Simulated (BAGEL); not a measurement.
# CH6BClP− (SMILES C[BH-](P)Cl) at HF/STO-3G (density fitting with qzvpp-jkfit)

What is the vertical ionisation energy of CH6BClP− at HF/STO-3G (density fitting with qzvpp-jkfit)? 

The calculation is run with BAGEL 1.2.2.

3 further runs of the same task are left out: 3 set aside as unsound or not needed.

**1. Starting point**

The species is CH6BClP− (10 atoms), meant as a singlet with charge -1. SMILES: `C[BH-](P)Cl`. The shape is that of a GFN2-xTB optimisation. This is one conformer, not always the lowest.

Bond lengths: C1–B2 1.625 Å, B2–P3 1.997 Å, B2–Cl4 1.883 Å, C1–H5 1.092 Å, C1–H6 1.092 Å, C1–H7 1.092 Å, B2–H8 1.202 Å, P3–H9 1.382 Å, P3–H10 1.382 Å. Some angles: C1–B2–P3 110.6°, C1–B2–Cl4 109.0°, P3–B2–Cl4 108.4°, C1–B2–H8 114.0°, P3–B2–H8 107.7°, Cl4–B2–H8 106.9°, B2–C1–H5 111.7°, B2–C1–H6 112.3°, B2–C1–H7 110.6°, B2–P3–H9 97.8°.

**2. A single-point energy at HF/STO-3G (density fitting with qzvpp-jkfit)**

Contents of calc.json:

```json
{ "bagel" : [

{
  "title" : "molecule",
  "basis" : "sto-3g",
  "df_basis" : "qzvpp-jkfit",
  "angstrom" : true,
  "geometry" : [
    { "atom" : "C", "xyz" : [   -0.819450,    1.077480,    0.088300 ] },
    { "atom" : "B", "xyz" : [   -0.101960,   -0.323650,    0.492500 ] },
    { "atom" : "P", "xyz" : [    1.736050,   -0.420550,   -0.283180 ] },
    { "atom" : "Cl", "xyz" : [   -1.114920,   -1.752930,   -0.198700 ] },
    { "atom" : "H", "xyz" : [   -1.829650,    1.146590,    0.497230 ] },
    { "atom" : "H", "xyz" : [   -0.898270,    1.205430,   -0.993030 ] },
    { "atom" : "H", "xyz" : [   -0.250550,    1.926000,    0.475120 ] },
    { "atom" : "H", "xyz" : [   -0.009190,   -0.501850,    1.677500 ] },
    { "atom" : "H", "xyz" : [    1.372840,   -0.572510,   -1.608220 ] },
    { "atom" : "H", "xyz" : [    1.915100,   -1.784010,   -0.147520 ] }
  ]
},
{
  "title" : "hf",
  "charge" : -1
},
{
  "title" : "print",
  "file" : "orbitals.molden",
  "orbitals" : true
}

]}
```

The run is started by

```
$ BAGEL_NUM_THREADS=1 BAGEL calc.json > calc.out
```

The log of the run:

```text
* using 1 threads per process

  ===============================================================
  ===============================================================

  *** Geometry ***

  { "atom" : "C", "xyz" : [     -1.548536,      2.036142,      0.166863 ] },
  { "atom" : "B", "xyz" : [     -0.192676,     -0.611610,      0.930690 ] },
  { "atom" : "P", "xyz" : [      3.280659,     -0.794724,     -0.535133 ] },
  { "atom" : "Cl", "xyz" : [     -2.106893,     -3.312558,     -0.375489 ] },
  { "atom" : "H", "xyz" : [     -3.457537,      2.166741,      0.939629 ] },
  { "atom" : "H", "xyz" : [     -1.697484,      2.277933,     -1.876555 ] },
  { "atom" : "H", "xyz" : [     -0.473471,      3.639613,      0.897847 ] },
  { "atom" : "H", "xyz" : [     -0.017367,     -0.948359,      3.170016 ] },
  { "atom" : "H", "xyz" : [      2.594292,     -1.081887,     -3.039095 ] },
  { "atom" : "H", "xyz" : [      3.619015,     -3.371290,     -0.278772 ] },

  Number of auxiliary basis functions:      514

  Since a DF basis is specified, we compute 2- and 3-index integrals:
    o Being stored without compression. Storage requirement is 0.005 GB

  Number of basis functions:       34
  Number of electrons      :       49

    * METHOD: MOLECULE                             0.20

  *** RHF ***

  === Nuclear Repulsion ===
   192.8461266141

      * DIIS with orbital gradients will be used.

  === RHF iteration (sto-3g) ===
      0       -856.71979267          0.00770877           0.03
      1       -856.75541710          0.00191846           0.03
      2       -856.75797730          0.00036262           0.03
      3       -856.75805159          0.00005095           0.03
      4       -856.75805325          0.00000779           0.03
      5       -856.75805330          0.00000120           0.03
      6       -856.75805330          0.00000022           0.03
      7       -856.75805330          0.00000004           0.03
      8       -856.75805330          0.00000001           0.03
      9       -856.75805330          0.00000000           0.03
    * SCF iteration converged.

    * Permanent dipole moment:
           (   -0.407350,    -0.378551,     0.309381) a.u.

    * METHOD: HF                                   0.40

    * METHOD: PRINT                                0.00

  ===============================================================
```

It took 0.76 s on 1 thread of Arm Neoverse V2, shared host; peak memory 0.081 GiB.

**3. Doublet neutral CH6BClP**

Contents of job.json:

```json
{ "bagel" : [

{
  "title" : "molecule",
  "basis" : "sto-3g",
  "df_basis" : "qzvpp-jkfit",
  "angstrom" : true,
  "geometry" : [
    { "atom" : "C", "xyz" : [      -0.819450,       1.077480,       0.088300 ] },
    { "atom" : "B", "xyz" : [      -0.101960,      -0.323650,       0.492500 ] },
    { "atom" : "P", "xyz" : [       1.736050,      -0.420550,      -0.283180 ] },
    { "atom" : "Cl", "xyz" : [      -1.114920,      -1.752930,      -0.198700 ] },
    { "atom" : "H", "xyz" : [      -1.829650,       1.146590,       0.497230 ] },
    { "atom" : "H", "xyz" : [      -0.898270,       1.205430,      -0.993030 ] },
    { "atom" : "H", "xyz" : [      -0.250550,       1.926000,       0.475120 ] },
    { "atom" : "H", "xyz" : [      -0.009190,      -0.501850,       1.677500 ] },
    { "atom" : "H", "xyz" : [       1.372840,      -0.572510,      -1.608220 ] },
    { "atom" : "H", "xyz" : [       1.915100,      -1.784010,      -0.147520 ] }
  ]
},

{ "title" : "uhf", "nopen" : 1 },

{ "title" : "print", "file" : "orbitals.molden", "orbitals" : true }

]}
```

The run is started by

```
$ BAGEL_NUM_THREADS=1 BAGEL job.json > job.out
```

The log of the run:

```text
* using 1 threads per process

  ===============================================================
  ===============================================================

  *** Geometry ***

  { "atom" : "C", "xyz" : [     -1.548536,      2.036142,      0.166863 ] },
  { "atom" : "B", "xyz" : [     -0.192676,     -0.611610,      0.930690 ] },
  { "atom" : "P", "xyz" : [      3.280659,     -0.794724,     -0.535133 ] },
  { "atom" : "Cl", "xyz" : [     -2.106893,     -3.312558,     -0.375489 ] },
  { "atom" : "H", "xyz" : [     -3.457537,      2.166741,      0.939629 ] },
  { "atom" : "H", "xyz" : [     -1.697484,      2.277933,     -1.876555 ] },
  { "atom" : "H", "xyz" : [     -0.473471,      3.639613,      0.897847 ] },
  { "atom" : "H", "xyz" : [     -0.017367,     -0.948359,      3.170016 ] },
  { "atom" : "H", "xyz" : [      2.594292,     -1.081887,     -3.039095 ] },
  { "atom" : "H", "xyz" : [      3.619015,     -3.371290,     -0.278772 ] },

  Number of auxiliary basis functions:      514

  Since a DF basis is specified, we compute 2- and 3-index integrals:
    o Being stored without compression. Storage requirement is 0.005 GB

  Number of basis functions:       34
  Number of electrons      :       49

    * METHOD: MOLECULE                             0.20

  *** Open-shell HF ***

  === Nuclear Repulsion ===
   192.8461266141

      * DIIS with orbital gradients will be used.

  === UHF iteration (sto-3g) ===
      0       -856.69131989          0.01872264           0.06
      1       -856.75013755          0.00474670           0.06
      2       -856.75453950          0.00163359           0.06
      3       -856.75536156          0.00065399           0.06
      4       -856.75560969          0.00029691           0.06
      5       -856.75571895          0.00014964           0.06
      6       -856.75574949          0.00008835           0.06
      7       -856.75576016          0.00003427           0.06
      8       -856.75576133          0.00001025           0.06
      9       -856.75576154          0.00000221           0.06
     10       -856.75576157          0.00000098           0.06
     11       -856.75576158          0.00000055           0.06
     12       -856.75576158          0.00000029           0.06
     13       -856.75576158          0.00000012           0.06
     14       -856.75576158          0.00000008           0.06
     15       -856.75576159          0.00000004           0.06
     16       -856.75576159          0.00000001           0.06
     17       -856.75576159          0.00000000           0.06
    * SCF iteration converged.

    * S^2 (UHF) is 0.7575

    * Permanent dipole moment:
           (   -2.370946,    -0.508979,     0.527834) a.u.

    * METHOD: UHF                                  1.19

    * METHOD: PRINT                                0.00

  ===============================================================
```

Run time: 1.6 s. Hardware: 1 thread of Arm Neoverse V2, shared host; peak memory 0.081 GiB.

**4. What came out**

Level: HF/STO-3G (density fitting with qzvpp-jkfit).

| quantity | value |
| --- | --- |
| singlet CH6BClP−: total energy | -856.75805 Eh |
| singlet CH6BClP−: HOMO energy | -0.86 eV |
| singlet CH6BClP−: LUMO energy | 19.05 eV |
| singlet CH6BClP−: HOMO–LUMO gap (to an unbound level, set by the basis) | 19.91 eV |
| doublet neutral CH6BClP: total energy | -856.75576 Eh |
| doublet neutral CH6BClP: dipole moment | 6.31 D |
| doublet neutral CH6BClP: ⟨S²⟩ | 0.757 |
| vertical detachment energy (to the doublet neutral) | 0.062 eV |

**Reading.** The vertical ionisation energy comes to 0.06 eV (1.4 kcal/mol). The negative HOMO energy of the first species, 0.86 eV, lies 0.80 eV above that difference. In a minimal basis such a difference can be off by several eV, whatever the method.
